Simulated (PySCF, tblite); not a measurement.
**C4H9FSi: geometry, infrared bands and NMR shifts**

Wanted: the infrared bands and NMR shifts of C4H9FSi (`F[C@H]1CC[SiH2]C1`), by calculation.

Computed with tblite 0.8.0 and PySCF 2.14.0, with density-fitted response routines of our own, on a single molecule in the gas phase. Atoms are numbered from 0 throughout.

**1. The starting structure**

15 atoms, charge 0, multiplicity 1; geometry from: force field or distance geometry start.

Bonds of the start (Å): F0–C1 1.37, C1–C2 1.51, C2–C3 1.49, C3–Si4 1.87, Si4–C5 1.89, C5–C1 1.52, C1–H6 1.13, C2–H7 1.10, C2–H8 1.10, C3–H9 1.11, C3–H10 1.12, Si4–H11 1.46, Si4–H12 1.48, C5–H13 1.09, C5–H14 1.09.

**2. Relaxing the molecule with GFN2-xTB**

The job: settings as JSON, then the geometry in Å.

```
{"job": {"kind": "relax", "xc": "GFN2-xTB", "basis": "xTB"}, "charge": 0, "multiplicity": 1}
F     -2.437200     0.466400    -0.017100
C     -1.131400     0.330000     0.372200
C     -0.674600    -1.065400     0.031100
C      0.806200    -1.153700     0.152200
Si     1.373600     0.620000    -0.021400
C     -0.330700     1.280400    -0.499200
H     -0.987900     0.572700     1.462000
H     -1.060200    -1.296800    -0.968800
H     -1.132100    -1.759900     0.750700
H      1.151700    -1.622300     1.095600
H      1.180600    -1.680400    -0.758700
H      2.344600     0.786100    -1.097700
H      1.829500     1.175000     1.267200
H     -0.458400     2.329500    -0.242300
H     -0.478200     1.026200    -1.547800
```

Command:

```console
$ OMP_NUM_THREADS=1 python probes_run.py task.json out
```

The driver reads the jobs from task.json and runs them one after another.

**Question.** This job is followed by: GFN2-xTB harmonic vibrations, gas phase; GIAO PBE0/pcSseg-1 NMR shielding, non-relativistic, gas phase. Predict these results of the whole session: strongest single infrared mode (GFN2-xTB); zero-point energy (GFN2-xTB); 13C shifts against TMS (PBE0/pcSseg-1); 1H shifts against TMS (PBE0/pcSseg-1); 19F shifts against CFCl3 (PBE0/pcSseg-1); 29Si shifts against TMS (PBE0/pcSseg-1).

The runs gave:

```
                                 quantity                                                     value
strongest single infrared mode (GFN2-xTB)                                     2256 cm⁻¹, 415 km/mol
             zero-point energy (GFN2-xTB)                                             74.5 kcal/mol
   13C shifts against TMS (PBE0/pcSseg-1)                                 99.5, 36.8, 17.3, 4.7 ppm
    1H shifts against TMS (PBE0/pcSseg-1)  4.95, 4.29, 4.21, 2.37, 1.58, 1.54, 1.17, 1.01, 0.70 ppm
 19F shifts against CFCl3 (PBE0/pcSseg-1)                                                -196.7 ppm
  29Si shifts against TMS (PBE0/pcSseg-1)                                                 -36.9 ppm
```

Over 67 steps the energy fell by 0.445 eV; of the close pairs, C2–C3 changed most, 1.488 to 1.529 Å. All 39 modes are real, so the xTB geometry is a minimum. The strongest single mode, at 2256 cm⁻¹, moves mainly H12. Unscaled tight-binding wavenumbers are off by several per cent, some by more. Its intensities can rank the bands wrongly. The most deshielded carbon is C1 (sp3 CH bonded to F), at 99.5 ppm: deshielded by the electronegative neighbour. The most deshielded hydrogen is H6 (hydrogen on an sp3 CH bonded to F), at 4.95 ppm: its carbon carries F, an electronegative neighbour. At PBE0/pcSseg-1: The largest span, 109 ppm, is at C1, where the paramagnetic term is -157 ppm.
